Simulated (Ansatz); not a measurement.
# CHAlOS: small, medium and large basis sets

The task here is to estimate one member of a computed series from the others.

Program: Ansatz 0.2.0, Gaussian basis. Level of theory: one geometry, several basis sets. These are calculated values, not measurements.

Plan: PBE0-D4/def2-SVP; ωB97M-V/def2-SVP; PBE0-D4/def2-QZVPP; ωB97M-V/def2-QZVPP; the functionals' def2-TZVPP values are taken from earlier runs.

**The relaxed structure**

An earlier PBE0-D4 in a triple-zeta def2 set relaxation fixed the geometry.

5 atoms, charge 0, spin multiplicity 1.

Atoms are counted from 1 here; the program's logs count them from 0.

Bond lengths: O1–C2 1.127 Å, C2–Al3 2.078 Å, Al3–S4 2.035 Å, Al3–H5 1.569 Å. Angles: O1–C2–Al3 165.5°, C2–Al3–S4 87.6°, C2–Al3–H5 113.0°, S4–Al3–H5 159.4°.

Set-up of the first run:

in.yaml

```yaml
crystal:
  periodic: [false, false, false]
  atoms:
    - {symbol: O, position_ang: [-0.341035, -1.806690, 1.267168]}
    - {symbol: C, position_ang: [0.025552, -0.874436, 0.751509]}
    - {symbol: Al, position_ang: [0.267589, 0.775392, -0.488015]}
    - {symbol: S, position_ang: [-1.464340, 0.231955, -1.407892]}
    - {symbol: H, position_ang: [1.562135, 1.600078, -0.164170]}
basis:
  gaussian: {orbitals: def2-SVP}
hamiltonian: {xc: pbe0, dispersion: d4}
output: {orbitals: {seedname: orbitals}}
```

Command:

```console
$ ansatz run in.yaml --threads 2 --pin off --events-out ev --progress --plain --max-ram 4352MiB
```

Steps of the session up to this table: PBE0-D4 in def2-SVP; ωB97M-V in def2-SVP; PBE0-D4 in def2-QZVPP; ωB97M-V in def2-QZVPP.

One of the session's tables, all rows but one given; the rest of the session is left out.

It belongs to the step «Density functionals: the series». 

```
functional       basis  HOMO (eV)  LUMO (eV)
   PBE0-D4    def2-SVP      -6.62      -2.69
   PBE0-D4  def2-TZVPP      -6.72      -2.82
   PBE0-D4  def2-QZVPP      -6.74      -2.86
   ωB97M-V    def2-SVP      -8.50      -0.60
   ωB97M-V  def2-TZVPP      -8.66      -0.83
   ωB97M-V  def2-QZVPP          ?          ?
```

Q: Estimate the row for ωB97M-V, def2-QZVPP from the others.

The run gave: HOMO (eV): -8.70; LUMO (eV): -0.90. In the column «HOMO (eV)» it is the lowest.
